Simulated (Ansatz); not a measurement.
# Ge: a line through a two-coordinate scan

Aim: follow the energy of Ge (Fd-3m, No. 227; 2 atoms in the cell) along one coordinate, equal normal strain along x, y and z, with the other held at amplitude of mode 4 (283 cm⁻¹) = −0.084 Å.

Computed with Ansatz 0.2.0 (DFT PBEsol, scalar-relativistic, plane waves, PAW, unless a step's input says otherwise).

1 further run of the same task is left out (set aside as unsound or not needed).

## 1. Starting point

It takes space group Fd-3m (No. 227, cubic). Conventional cell: a = 5.676 Å, b = 5.676 Å, c = 5.676 Å, α = 90.00°, β = 90.00°, γ = 90.00°. Around Ge (site symmetry -43m) lie 4 Ge at 2.46 Å.

Structure file:

```cif
data_structure
_symmetry_space_group_name_H-M 'P 1'
_symmetry_Int_Tables_number 1
_cell_length_a 4.0133
_cell_length_b 4.0133
_cell_length_c 4.0133
_cell_angle_alpha 60.000
_cell_angle_beta 60.000
_cell_angle_gamma 60.000
_cell_volume 45.71
loop_
_atom_site_label
_atom_site_type_symbol
_atom_site_fract_x
_atom_site_fract_y
_atom_site_fract_z
_atom_site_occupancy
Ge1 Ge 0.50000 0.50000 0.50000 1
Ge2 Ge 0.75000 0.75000 0.75000 1
```

This cell was relaxed beforehand with the same method: volume 22.85 Å³/atom, gap on the mesh none (metal).

## 2. The scan

The energy is mapped over a normal mode and a strain (zone-centre modes of the cell shown) (x along [1 0 0], y along [0 1 0], z along [0 0 1] of the conventional cell).

- amplitude of mode 4 (283 cm⁻¹), largest displacement in the unstrained cell: 7 values from −0.084 to 0.084 Å
- equal normal strain along x, y and z: 7 values from −2.50 to 2.50 %

Nothing else is relaxed (the pattern is fixed in fractional coordinates). Energies count from the relaxed high-symmetry cell. Points are written as (first, second).

The modes come from a phonon run on the reference cell, made beforehand.

The patterns, per unit of each coordinate (Å):

```tsv
atom	x1	y1	z1
Ge1	1.000	0.000	0.000
Ge2	-1.000	0.000	0.000
```

## 3. Grid point (−0.084 Å, −2.50 %)

input.yaml

```yaml
crystal:
  lattice:
    - [0.0, 2.7669151457, 2.7669151457]
    - [2.7669151457, 0.0, 2.7669151457]
    - [2.7669151457, 2.7669151457, 0.0]
  atoms:
    - { symbol: Ge, position: [0.5147998756, 0.4852001244, 0.4852001244] }
    - { symbol: Ge, position: [0.7352001244, 0.7647998756, 0.7647998756] }
basis:
  ecutwfc: 420
kpoints:
  mp_grid: { grid: [14, 14, 14] }
hamiltonian:
  xc: pbesol
  pseudopotentials: { kind: paw, azcp: { folder: soft_1 } }
scf:
  occupations: { method: gaussian, width: 0.15 }
output:
  forces: true
  stress: true
  eigenvalues: true
```

Started as:

```console
$ ansatz run input.yaml --threads 1 --pin off --max-ram 2048MiB --backend cpu --events-out ev --progress --plain --runs-dir out
```

The session goes on with these runs: the other points of the line.

**Question.** What will these runs give? Wanted: for each run, equal normal strain along x, y and z; energy; slope; pressure; largest force on an atom.

As calculated:

| equal normal strain along x, y and z (%) | step | energy (meV) | slope (meV per %) | pressure (GPa) | largest force on an atom (eV/Å) |
| --- | --- | --- | --- | --- | --- |
| −2.50 | 3 | 229 | −58 | 7.1 | 2.03 |
| −1.67 | 4 | 189 | −40 | 4.8 | 1.94 |
| −0.83 | 5 | 163 | −23 | 2.7 | 1.85 |
| 0.00 | 6 | 150 | −8 | 0.9 | 1.76 |
| 0.83 | 7 | 150 | 6 | −0.7 | 1.68 |
| 1.67 | 8 | 160 | 19 | −2.1 | 1.60 |
| 2.50 | 9 | 181 | 30 | −3.3 | 1.52 |

Energies count from the relaxed high-symmetry cell. Slopes come from the forces (and the stress, where the cell changes), not from differences of energies.

The lowest point of the line is at 0.83 %, 150 meV from the zero. Energies and slopes round the minimum, fitted together, put the minimum at 0.455 %, with a curvature of about 17 meV per %². The highest point computed, at −2.50 %, lies 80 meV above the lowest. This is one cut through a surface in two coordinates; the map's lowest point lies off it. The gap on the mesh closes on part of the grid.
